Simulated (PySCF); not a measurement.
# MoO2F2 (SMILES [O]=[Mo](=[O])([F])[F]) at PBE/def2-SVP (core potential)

What is the vertical singlet–triplet gap of MoO2F2 at PBE/def2-SVP (core potential)? 

The results are computed with PySCF 2.14.0.

### 1 The system as given

MoO2F2: 5 atoms, total charge 0, spin state singlet. As SMILES, `[O]=[Mo](=[O])([F])[F]`. Geometry: relaxed at PBE0-D4/def2-TZVP.

Bond lengths: O1–Mo2 1.663 Å, Mo2–O3 1.663 Å, Mo2–F4 1.836 Å, Mo2–F5 1.836 Å. Angles: O1–Mo2–O3 106.6°, O1–Mo2–F4 109.7°, O1–Mo2–F5 109.7°, O3–Mo2–F4 109.7°, O3–Mo2–F5 109.7°, F4–Mo2–F5 111.4°.

### 2 The energy at PBE/def2-SVP (core potential)

run.py reads:

```python
# [O]=[Mo](=[O])([F])[F]
from pyscf import gto, dft

mol = gto.Mole()
mol.atom = '''
O      0.625000    -1.039600     1.161700
Mo     0.005300    -0.015800     0.007500
O     -1.179200     0.880400     0.754700
F     -0.730300    -0.996600    -1.358700
F      1.328900     1.097900    -0.606700
'''
mol.charge = 0
mol.max_memory = 1860
mol.basis = 'def2-svp'
mol.verbose = 3
mol.ecp = {'Mo': 'def2-svp'}
mol.build()

ks = dft.RKS(mol, xc='pbe')
ks.conv_tol = 1e-10
ks.grids.level = 2
ks.kernel()
if not ks.converged:
    ks = ks.newton().run(ks.mo_coeff, ks.mo_occ)

e_tot = ks.e_tot
print(f'total energy: {e_tot:.8f} hartree')
```

On the command line:

```console
OMP_NUM_THREADS=1 python run.py
```

Log:

```text
converged SCF energy = -417.97226700608
total energy: -417.97226701 hartree
```

Run time: 6.9 s. Hardware: 1 thread of Arm Neoverse V1, shared host; peak memory 0.36 GiB.

### 3 The triplet

run.py reads:

```python
from pyscf import gto, dft

mol = gto.M(
    atom='''
O      1.181079    -1.964559     2.195295
Mo     0.010016    -0.029858     0.014173
O     -2.228365     1.663715     1.426176
F     -1.380067    -1.883301    -2.567571
F      2.511257     2.074730    -1.146497
''',
    charge=0,
    basis='def2-svp',
    verbose=3,
    ecp={'Mo': 'def2-svp'},
    max_memory=1860,
    spin=2,
    unit='bohr',
)

myscf = dft.UKS(mol, xc='pbe')
myscf.conv_tol = 1e-10
myscf.grids.level = 2
myscf.kernel()
if not myscf.converged:
    myscf = myscf.newton().run(myscf.mo_coeff, myscf.mo_occ)

energy = myscf.e_tot
print(f'total energy: {energy:.8f} hartree')
```

On the command line:

```console
OMP_NUM_THREADS=1 python run.py
```

Log:

```text
WARN: HOMO -0.358622985709743 >= LUMO -0.622657979536637

WARN: HOMO -0.130503498245577 >= LUMO -0.180582505571021

WARN: HOMO -0.0592069076897655 >= LUMO -0.2756112646384

WARN: HOMO -0.143169348437755 >= LUMO -0.293663696890647

WARN: HOMO -0.146316006292861 >= LUMO -0.319974993943678

WARN: HOMO -0.134990428211694 >= LUMO -0.305102669661878

WARN: HOMO -0.134494246001162 >= LUMO -0.305061614583472

WARN: HOMO -0.133960434952276 >= LUMO -0.305147821174902

WARN: HOMO -0.133927504671835 >= LUMO -0.305045694294417

WARN: HOMO -0.133946574355115 >= LUMO -0.304985956344865

WARN: HOMO -0.13394415851843 >= LUMO -0.30497755749785

WARN: HOMO -0.133936377642413 >= LUMO -0.304973388142358

WARN: HOMO -0.133939636429201 >= LUMO -0.304973949192171

WARN: HOMO -0.133938028329569 >= LUMO -0.304972263441751

WARN: HOMO -0.133938128667188 >= LUMO -0.304972160064331

converged SCF energy = -417.806276477366  <S^2> = 2.0061654  2S+1 = 3.0041074
total energy: -417.80627648 hartree
```

It took 11 s on 1 thread of Arm Neoverse V1, shared host; peak memory 0.38 GiB.

### 4 What came out

Level: PBE/def2-SVP (core potential).

| quantity | value |
| --- | --- |
| singlet: total energy | -417.97227 Eh |
| singlet: dipole moment | 1.02 D |
| singlet: HOMO energy | -8.30 eV |
| singlet: LUMO energy | -3.89 eV |
| singlet: HOMO–LUMO gap | 4.41 eV |
| triplet: total energy | -417.80628 Eh |
| triplet: dipole moment | 0.44 D |
| triplet: HOMO energy (highest over α and β) | -3.64 eV |
| triplet: ⟨S²⟩ | 2.006 |
| vertical energy of the triplet above the singlet | 4.517 eV |

In words: At this shape the triplet lies 4.52 eV (436 kJ/mol) above the singlet. Mulliken charges (singlet) run from -0.29 on F4 to +1.14 on Mo2; they depend strongly on the basis.
